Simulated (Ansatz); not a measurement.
This script drives the Python package of Ansatz (0.2.0).

`methods.py`:
```python
# -*- coding: utf-8 -*-
import ansatz


def main():
    geometry = (
        ansatz.Crystal.molecule()
        .atom("C", [-0.8588, 1.1257, 0.2729])
        .atom("Sn", [-0.1311, -0.6185, -0.6306])
        .atom("N", [1.6028, -1.1254, 0.2914])
        .atom("F", [-1.3391, -2.0463, -0.4252])
        .atom("H", [-1.0931, 0.9857, 1.3222])
        .atom("H", [-0.1717, 2.0083, 0.1426])
        .atom("H", [-1.8303, 1.4512, -0.2358])
        .atom("H", [0.2112, -0.3188, -2.3381])
        .atom("H", [1.4202, -1.2117, 1.3634])
        .atom("H", [2.273, -0.3014, 0.24])
    )

    model = geometry.calculation().basis(gaussian="def2-SVP")

    methods = ["mp2", "ccsd", "ccsd_t"]
    reports = [model.correlation(m).run(threads=1).report for m in methods]
    print(f"Hartree-Fock reference {reports[0]['reference_energy_ev'] / 27.211386246:.6f} Ha")
    best = reports[-1]["free_energy_ev"] - reports[-1]["reference_energy_ev"]
    for method, each in zip(methods, reports):
        gained = each["free_energy_ev"] - each["reference_energy_ev"]
        print(f"{method:8s} total {each['free_energy_ev'] / 27.211386246:.6f} Ha  correlation {gained:9.4f} eV  ({100 * gained / best:.1f} % of the last)")


if __name__ == "__main__":
    main()
```

It is started by `python methods.py`. How long does it take on 1 thread of Intel(R) Xeon(R) Processor @ 2.30GHz (shared host), and how much memory does it need?

It took about 30 s, with a peak of 0.57 GiB, for 3 runs of the engine.

```console
$ python methods.py
Hartree-Fock reference -408.440874 Ha
mp2      total -409.068359 Ha  correlation  -17.0747 eV  (92.0 % of the last)
ccsd     total -409.106821 Ha  correlation  -18.1213 eV  (97.6 % of the last)
ccsd_t   total -409.122986 Ha  correlation  -18.5612 eV  (100.0 % of the last)
```

What to keep in mind:
- Total energies depend on the basis set; only differences at equal settings carry meaning.
- The geometry is a force-field or estimated start, not a minimum of this method, and the basis set is short of its limit. A lower total doesn't mark the better method: functionals have no common bound, and MP2 and coupled cluster aren't variational.
- def2 sets replace the cores of elements past krypton by effective core potentials.
- Inner cores stay frozen; a filled d shell under the valence of the heavier atoms is correlated with it.
